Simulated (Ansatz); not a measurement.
# SnN3H7: basis-set convergence

An exercise on one series of results from a longer session: the logs are not shown, and one member is left open.

Program: Ansatz 0.2.0, Gaussian basis. Level of theory: one geometry, several basis sets. These are calculated values, not measurements.

The runs, in order: PBE0-D4/def2-SVP; ωB97M-V/def2-SVP; PBE0-D4/def2-QZVPP; ωB97M-V/def2-QZVPP; the functionals' def2-TZVPP values are taken from earlier runs.

1 further run of the same task is left out (for a known fault of the program).

## The relaxed structure

The geometry comes from an earlier relaxation with PBE0-D4 in a triple-zeta def2 set; it is a stationary point, not always the lowest conformer. Sn takes the def2 core potential; no spin-orbit term is included.

SMILES `[NH2][SnH]([NH2])[NH2]`, 11 atoms, charge 0, spin multiplicity 1.

Atoms are counted from 1 here; the program's logs count them from 0.

Bond lengths: N1–Sn2 2.023 Å, N1–H5 1.011 Å, N1–H6 1.011 Å, Sn2–N3 2.018 Å, Sn2–N4 2.022 Å, Sn2–H7 1.712 Å, N3–H8 1.012 Å, N3–H9 1.012 Å, N4–H10 1.011 Å, N4–H11 1.012 Å. Angles: Sn2–N1–H5 114.0°, Sn2–N1–H6 114.8°, H5–N1–H6 108.4°, N1–Sn2–N3 114.2°, N1–Sn2–N4 106.7°, N1–Sn2–H7 107.6°, N3–Sn2–N4 100.4°, N3–Sn2–H7 108.3°, N4–Sn2–H7 120.0°, Sn2–N3–H8 113.9°, Sn2–N3–H9 112.7°, H8–N3–H9 107.5°, Sn2–N4–H10 115.0°, Sn2–N4–H11 113.3°, H10–N4–H11 108.1°.

The first run:

Input file in.yaml:

```yaml
crystal:
  periodic: [false, false, false]
  atoms:
    - {symbol: N, position_ang: [-0.709552, 1.735372, 0.334111]}
    - {symbol: Sn, position_ang: [0.489402, 0.126054, 0.075330]}
    - {symbol: N, position_ang: [0.202171, -1.344019, 1.427675]}
    - {symbol: N, position_ang: [-0.139301, -0.800091, -1.608546]}
    - {symbol: H, position_ang: [-1.588691, 1.677965, -0.162816]}
    - {symbol: H, position_ang: [-0.278776, 2.624516, 0.120331]}
    - {symbol: H, position_ang: [2.110336, 0.662886, 0.202831]}
    - {symbol: H, position_ang: [0.477016, -1.094242, 2.368793]}
    - {symbol: H, position_ang: [-0.759286, -1.658944, 1.463980]}
    - {symbol: H, position_ang: [-0.010001, -0.271241, -2.460801]}
    - {symbol: H, position_ang: [0.272082, -1.715256, -1.740390]}
basis:
  gaussian: {orbitals: def2-SVP}
hamiltonian: {xc: pbe0, dispersion: d4}
output: {orbitals: {seedname: orbitals}}
```

Run with:

```bash
$ ansatz run in.yaml --threads 4 --pin off --events-out ev --progress --plain --max-ram 10444MiB
```

Among the steps run: PBE0-D4 in def2-SVP; ωB97M-V in def2-SVP; PBE0-D4 in def2-QZVPP; ωB97M-V in def2-QZVPP.

One of the session's tables, all rows but one given; the rest of the session is left out.

```
functional       basis  HOMO (eV)  LUMO (eV)
   PBE0-D4    def2-SVP      -6.77       0.59
   PBE0-D4  def2-TZVPP      -7.11       0.08
   PBE0-D4  def2-QZVPP      -7.18      -0.13
   ωB97M-V    def2-SVP      -9.13       2.43
   ωB97M-V  def2-TZVPP      -9.49       1.64
   ωB97M-V  def2-QZVPP          ?          ?
```

Estimate the missing values for ωB97M-V, def2-QZVPP.

As computed: HOMO (eV): -9.55; LUMO (eV): 1.20. In the column «HOMO (eV)» it is the lowest.
